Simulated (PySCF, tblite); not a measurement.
# CH7BGeO: geometry, infrared bands, NMR shifts and spin-spin couplings

Wanted: the infrared bands, NMR shifts and spin-spin couplings of CH7BGeO (`[BH2][GeH2][O]C`), by calculation.

The runs use tblite 0.8.0 and PySCF 2.14.0, with density-fitted response routines of our own; the level of theory stands in each step. All values are computed, except where a source is named. Atoms count from 0, in the outputs and in this text.

### 1 The starting structure

11 atoms, charge 0, multiplicity 1; geometry from: force field or distance geometry start.

Bonds of the start (Å): B0–Ge1 2.03, Ge1–O2 1.79, O2–C3 1.41, B0–H4 1.17, B0–H5 1.18, Ge1–H6 1.54, Ge1–H7 1.56, C3–H8 1.13, C3–H9 1.11, C3–H10 1.11.

### 2 Relaxing the molecule with GFN2-xTB

Job settings and geometry (Å):

```
{"job": {"kind": "relax", "xc": "GFN2-xTB", "basis": "xTB"}, "charge": 0, "multiplicity": 1}
B      2.395000     0.325000    -0.117000
Ge     0.513400    -0.428600    -0.089100
O     -0.623400     0.838700     0.462500
C     -1.917700     0.284000     0.463300
H      3.293100    -0.354100    -0.437000
H      2.566100     1.452600     0.188200
H      0.138500    -0.913800    -1.506100
H      0.481600    -1.624500     0.910400
H     -1.972500    -0.571000     1.195400
H     -2.644200     1.049100     0.806400
H     -2.224400    -0.054700    -0.548300
```

The run is started by

```sh
$ OMP_NUM_THREADS=1 python probes_run.py task.json out
```

The driver reads the jobs from task.json and runs them one after another.

**Question.** This job is followed by: GFN2-xTB harmonic vibrations, gas phase; GIAO PBE0/pcSseg-1 NMR shielding, non-relativistic, gas phase; B3LYP/pcJ-1 Ge:pcSseg-1 indirect spin-spin coupling, non-relativistic, gas phase. Predict these results of the whole session: strongest single infrared mode (GFN2-xTB); zero-point energy (GFN2-xTB); ¹³C shifts against TMS (PBE0/pcSseg-1); ¹H shifts against TMS (PBE0/pcSseg-1, means over atoms taken as alike); ¹¹B shifts against BF3·OEt2 (PBE0/pcSseg-1); ⁷³Ge shifts against GeMe4 (PBE0/pcSseg-1); ¹⁷O shifts against H2O (PBE0/pcSseg-1); surface potential, 1st and 99th percentile; largest coupling of the table (B3LYP/pcSseg-1+pcJ-1).

**Answer**, as computed:

| quantity | value |
| --- | --- |
| strongest single infrared mode (GFN2-xTB) | 1846 cm⁻¹, 628 km/mol |
| zero-point energy (GFN2-xTB) | 46.3 kcal/mol |
| ¹³C shifts against TMS (PBE0/pcSseg-1) | 59.5 ppm |
| ¹H shifts against TMS (PBE0/pcSseg-1, means over atoms taken as alike) | 10.82, 5.38, 3.78 ppm |
| ¹¹B shifts against BF3·OEt2 (PBE0/pcSseg-1) | 119.8 ppm |
| ⁷³Ge shifts against GeMe4 (PBE0/pcSseg-1) | -58 ppm |
| ¹⁷O shifts against H2O (PBE0/pcSseg-1) | -19.9 ppm |
| surface potential, 1st and 99th percentile | -1.63 V and 1.94 V |
| largest coupling of the table (B3LYP/pcSseg-1+pcJ-1) | ¹J(C,H) C3–H8, 144.7 Hz |

What this shows: The optimisation took 46 steps and gained 0.315 eV; among the close pairs (by a distance rule), Ge1–H7 changed most, from 1.559 to 1.525 Å. No mode is imaginary among the 27: a minimum at this level. The strongest single mode, at 1846 cm⁻¹, moves mainly H7 and H6. GFN2-xTB is a fitted tight-binding method: band positions and strengths are rough. Its intensities can rank the bands wrongly. At PBE0/pcSseg-1: The largest span, 586 ppm, is at Ge1, where the paramagnetic term is -1369 ppm. At PBE0/pcSseg-1, counted by nearest atom on the grid, the HOMO lies on O2 64 %; 4 H atoms about 8 % each, the LUMO on B0 58 %; H4, H5 about 13 % each. Of the pairs tabulated at B3LYP/pcSseg-1+pcJ-1, C3–H8 (mean over like pairs) couples most strongly (144.7 Hz; Fermi contact 143.5 Hz). Couplings across rotatable bonds belong to this one conformer; where others are populated, the observed values are averages. Spin-orbit coupling is left out, which matters for shieldings and couplings at and beside the heavy atoms.
